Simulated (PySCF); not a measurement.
# W⁴⁶⁺: one-electron levels with spin-orbit coupling

Aim: the binding energies of one electron added to or removed from the closed shells of W⁴⁶⁺, from Koopmans' theorem up to EOM-CCSD.

Method: two-component X2C-1e, generalised determinants. Code: PySCF 2.14.0.

## (1) The atom as given

- Element: tungsten (Z = 74)
- Basis: an uncontracted even-tempered set (18 s from 3.9 bohr⁻², ratio 2.6; 15 p from 5 bohr⁻², ratio 2.6; 10 d from 5 bohr⁻², ratio 2.6; 5 f from 5.1 bohr⁻², ratio 2.8)
- Hamiltonian: two-component X2C-1e, Gaussian nucleus, no Breit or QED terms; spin-orbit coupling, run by run: screened by Boettger's factors
- Core shells frozen in the correlated runs: [Ar] (for W⁴⁶⁺)
- State 1: W⁴⁶⁺: [Ar] 3d10
- Methods: GHF, GMP2, GCCSD(T), EOM-IP-GCCSD, EOM-EA-GCCSD

The outer shells:

W46+ [Ar] 3d10
```
[Ar] core
3d [↑↓][↑↓][↑↓][↑↓][↑↓]
```

A driver program built on PySCF's X2C-1e integrals ran all steps in one process from the settings above; there is no separate input file.

It was started by

```bash
$ OMP_NUM_THREADS=1 python sorun2.py TASK.json OUT
```

The integrals over 148 functions and the set-up took 0.8 s of CPU time.

## (2) W⁴⁶⁺, method by method

#### GHF (screened spin-orbit)

The program printed:

```text
cycle= 1 E= -14666.8112918756  delta_E= -1.47e+04  |FDS-SDF|= 0.355
cycle= 2 E= -14666.8207073670  delta_E= -0.00942  |FDS-SDF|= 0.00775
cycle= 3 E= -14666.8207216121  delta_E= -1.42e-05  |FDS-SDF|= 0.000321
cycle= 4 E= -14666.8207216480  delta_E= -3.59e-08  |FDS-SDF|= 3.18e-05
cycle= 5 E= -14666.8207216483  delta_E= -3.33e-10  |FDS-SDF|= 4.32e-07
```

Time after the integrals: 9 s (1 thread of AMD EPYC 9R45, shared host).

Occupied spinors:

```csv
spinor shell,electrons,mean energy (eV),weight of the nominal j,rms radius (bohr)
1s1/2,2,-72253.1,1.000,0.0208
2s1/2,2,-14515.6,1.000,0.0836
2p1/2,2,-13972.9,1.000,0.0711
2p3/2,4,-12607.8,1.000,0.0785
3s1/2,2,-5059.0,1.000,0.210
3p1/2,2,-4822.5,1.000,0.201
3p3/2,4,-4508.4,1.000,0.215
3d3/2,4,-4126.1,1.000,0.188
3d5/2,6,-4057.7,1.000,0.192
```

M_J = 0, ⟨J²⟩ = 0.000, ⟨L²⟩ = 0.061, ⟨S²⟩ = 0.061.

#### GMP2 (screened spin-orbit)

The driver printed no log here.

It took 2.8 s on 1 thread of AMD EPYC 9R45, shared host, the integrals not counted.

With 10 electrons correlated and 98 very high virtual spinors dropped, the MP2 correlation energy is -0.38038 hartree. Largest pairs: 3d3/2-3d5/2 -0.1889, 3d5/2-3d5/2 -0.1337, 3d3/2-3d3/2 -0.0578.

#### GCCSD(T) (screened spin-orbit)

The program printed:

```text
Init t2, MP2 energy = -0.375999237697077
CCSD nocc = 10, nmo = 80
Init t2, MP2 energy = -0.375999237697077
Init E_corr(GCCSD) = -0.375999237697077
cycle = 1  E_corr(GCCSD) = -0.372397674824291  dE = 0.00360156287  norm(t1,t2) = 0.000561602
cycle = 2  E_corr(GCCSD) = -0.372469903543547  dE = -7.22287193e-05  norm(t1,t2) = 1.3158e-05
cycle = 3  E_corr(GCCSD) = -0.372469612806327  dE = 2.90737221e-07  norm(t1,t2) = 5.25844e-07
cycle = 4  E_corr(GCCSD) = -0.372469656432444  dE = -4.36261176e-08  norm(t1,t2) = 1.80908e-08
cycle = 5  E_corr(GCCSD) = -0.372469656670145  dE = -2.37700748e-10  norm(t1,t2) = 2.26283e-10
GCCSD converged
E(GCCSD) = -14667.19319130501  E_corr = -0.3724696566701449
```

Time after the integrals: 29 s (1 thread of AMD EPYC 9R45, shared host).

In 70 natural virtual spinors the CCSD correlation is -0.37247 hartree, triples -0.00015; MP2 gives -0.37600 in this space and -0.38038 in the full one, and the difference is added. T1 = 0.000.

#### EOM-IP-GCCSD (screened spin-orbit)

No log was kept for this step.

It took 1.1 s on 1 thread of AMD EPYC 9R45, shared host, the integrals not counted.

One electron is removed; binding energies in eV, the cut virtual space restored at second order:

```csv
level,Koopmans,second order,EOM-CCSD,weight of the one-particle guess
3d3/2,4126.1,4125.3,4125.4,1.00
3d5/2,4057.7,4057.1,4057.2,1.00
```

The second-order patch within the EOM-CCSD column is 3d3/2 -0.124, 3d5/2 -0.119 eV.

Tabulated ionisation energy for comparison: 4057 ± 3 eV (measured; NIST Atomic Spectra Database, ionization energies).

#### EOM-EA-GCCSD (screened spin-orbit)

The driver printed no log here.

Time after the integrals: 4.1 s (1 thread of AMD EPYC 9R45, shared host).

One electron is added; binding energies in eV, the cut virtual space restored at second order:

```csv
level,Koopmans,second order,EOM-CCSD,weight of the one-particle guess
4s1/2,2411.1,2412.5,2412.5,1.00
4p1/2,2313.0,2314.5,2314.4,1.00
4p3/2,2208.2,2209.5,2209.4,1.00
```

The highest levels are limited by the diffuse functions of the basis.

The second-order patch within the EOM-CCSD column is 4s1/2 +0.110, 4p1/2 +0.197, 4p3/2 +0.202 eV.

Tabulated ionisation energy for comparison: 2414.1 ± 0.4 eV (semi-empirical (NIST evaluation); NIST Atomic Spectra Database, ionization energies).

## (3) What came out

```
                         quantity                                                                          value
EOM-IP-GCCSD on W⁴⁶⁺, level 3d5/2      Koopmans 4057.7, EOM-CCSD 4057.2 eV; tabulated ionisation energy 4057 ± 3
EOM-EA-GCCSD on W⁴⁶⁺, level 4s1/2  Koopmans 2411.1, EOM-CCSD 2412.5 eV; tabulated ionisation energy 2414.1 ± 0.4
```

For 3d5/2 on W⁴⁶⁺ the EOM-CCSD value differs from the tabulated one (measured) by +0.17 eV, within its uncertainty. For 4s1/2 on W⁴⁶⁺ the EOM-CCSD value differs from the tabulated one (semi-empirical) by -1.60 eV; Breit, QED and two-electron picture-change terms are left out and outweigh correlation here. All values hold for this basis alone; no basis-set limit was taken.
